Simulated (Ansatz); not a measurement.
The system is PtSe.

```
Pt Se
1.0
     3.70187    0.00000    0.00000
    -1.85094    3.20591    0.00000
     0.00000    0.00000    3.61284
Pt Se
1 1
Direct
  0.00000 0.00000 0.00000
  0.66667 0.33333 0.50000
```

The cell comes from a database or a generator and needn't be the stable form of this composition.

Base run:

```yaml
Program: Ansatz 0.2.0
Functional: PBEsol
Potentials_or_basis: all-electron LAPW, scalar-relativistic
Cutoff: 236 eV (chosen from the basis error)
Basis_error_allowed: 0.001 eV/atom
k_mesh: 6 × 6 × 5
Occupations: gaussian, width 0.05 eV
Spin: collinear spin, ferromagnetic start
Starting_moments: "[0.5, 0.0] μB"
Hubbard_terms: Pt d U = 6 eV
```

Its results: band gap on the k mesh none (metal or under the smearing width); pressure -15.4 GPa; net moment 0.00 μB per cell.

Problem. The run is repeated on the same cell with these changes: hubbard terms from Pt d U = 6 eV to Pt d U = 2 eV. What comes out?

Solution. Band gap on the k mesh none (metal or under the smearing width); pressure -16.3 GPa; net moment 0.00 μB per cell.

Caveats: the k mesh is thin for a metal, which can move the energy by tens of meV per atom; U is the effective U less J, on atomic orbitals that reach past the spheres; the starting moments weren't kept.
